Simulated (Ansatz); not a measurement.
# BFGeH5NSi: a ladder of functionals and wavefunction methods

One table from this session's results is given with a row withheld; the runs are named, their logs left out.

The runs use Ansatz 0.2.0, Gaussian basis; functionals in def2-TZVPP, the program's frozen cores in correlated methods.

The runs, in order: LDA (SPW92), PBE-D4, revPBE-D4, BLYP-D4, r2SCAN-D4, B97M-V, PBE0-D4, B3LYP-D4, r2SCANh-D4, r2SCAN0-D4, HSE06-D4, BHLYP-D4, CAM-B3LYP-D4, LC-ωPBE, ωB97X-V, ωB97M-V, B2PLYP, PBE-QIDH; CCSD(T)/def2-SVP; CCSD(T)/def2-TZVPP; MP2/def2-QZVPP; extrapolation to the limit; RPA on PBE.

## Structure used throughout

All runs share one geometry, relaxed beforehand with PBE0-D4 in a triple-zeta def2 set.

SMILES `F[B]1N[SiH2][GeH2]1`, 10 atoms, charge 0, spin multiplicity 1.

Atoms are counted from 1 here; the program's logs count them from 0.

Bond lengths: F1–B2 1.328 Å, B2–N3 1.408 Å, B2–Ge5 2.095 Å, N3–Si4 1.769 Å, N3–H6 1.011 Å, Si4–Ge5 2.377 Å, Si4–H7 1.488 Å, Si4–H8 1.488 Å, Ge5–H9 1.534 Å, Ge5–H10 1.534 Å. Angles: F1–B2–N3 124.0°, F1–B2–Ge5 134.6°, N3–B2–Ge5 101.4°, B2–N3–Si4 107.3°, B2–N3–H6 124.0°, Si4–N3–H6 128.7°, N3–Si4–Ge5 81.5°, N3–Si4–H7 111.5°, N3–Si4–H8 111.5°, Ge5–Si4–H7 120.6°, Ge5–Si4–H8 120.6°, H7–Si4–H8 107.9°, B2–Ge5–Si4 69.8°, B2–Ge5–H9 119.0°, B2–Ge5–H10 119.0°, Si4–Ge5–H9 117.3°, Si4–Ge5–H10 117.3°, H9–Ge5–H10 109.7°.

The first run:

in.yaml

```yaml
crystal:
  periodic: [false, false, false]
  atoms:
    - {symbol: F, position_ang: [0.093297, 0.066793, 2.678730]}
    - {symbol: B, position_ang: [0.050437, 0.033105, 1.352148]}
    - {symbol: N, position_ang: [0.437201, -1.078691, 0.580255]}
    - {symbol: Si, position_ang: [0.203343, -0.646883, -1.119624]}
    - {symbol: Ge, position_ang: [-0.523902, 1.391584, -0.136056]}
    - {symbol: H, position_ang: [0.780473, -1.945946, 0.970928]}
    - {symbol: H, position_ang: [1.481365, -0.707035, -1.879473]}
    - {symbol: H, position_ang: [-0.769100, -1.555389, -1.785440]}
    - {symbol: H, position_ang: [-2.007433, 1.753620, -0.280254]}
    - {symbol: H, position_ang: [0.337419, 2.637444, -0.378311]}
basis:
  gaussian: {orbitals: def2-TZVPP}
hamiltonian: {xc: lda}
output: {orbitals: {seedname: orbitals}}
```

Among the steps run: LDA; PBE-D4 (GGA); revPBE-D4 (GGA); BLYP-D4 (GGA); r2SCAN-D4 (meta-GGA); B97M-V (meta-GGA); PBE0-D4 (hybrid); B3LYP-D4 (hybrid); r2SCANh-D4 (hybrid); r2SCAN0-D4 (hybrid); HSE06-D4 (hybrid); BHLYP-D4 (hybrid); CAM-B3LYP-D4 (range-separated); LC-ωPBE (range-separated); ωB97X-V (range-separated); ωB97M-V (range-separated); B2PLYP (double hybrid); PBE-QIDH (double hybrid).

One of the session's tables, all rows but one given; the rest of the session is left out.

It belongs to the step «Frontier levels by functional». 

| functional | HOMO (eV) | gap (eV) |
| --- | --- | --- |
| LDA (SPW92) | -6.35 | 4.91 |
| PBE-D4 | -6.21 | 4.99 |
| revPBE-D4 | ? | ? |
| BLYP-D4 | -6.06 | 5.01 |
| r2SCAN-D4 | -6.45 | 5.45 |
| B97M-V | -6.51 | 5.47 |
| PBE0-D4 | -7.28 | 6.96 |
| B3LYP-D4 | -7.08 | 6.58 |
| r2SCANh-D4 | -6.85 | 6.17 |
| r2SCAN0-D4 | -7.44 | 7.23 |
| HSE06-D4 | -6.89 | 6.18 |
| BHLYP-D4 | -8.24 | 8.90 |
| CAM-B3LYP-D4 | -8.52 | 9.31 |
| LC-ωPBE | -9.79 | 11.70 |
| ωB97X-V | -9.48 | 11.27 |
| ωB97M-V | -9.29 | 10.75 |

Q: Estimate the row for revPBE-D4 from the others.

As computed: HOMO (eV): -6.15; gap (eV): 5.02. In the column «HOMO (eV)» it lies between PBE-D4 (-6.21) and BLYP-D4 (-6.06).
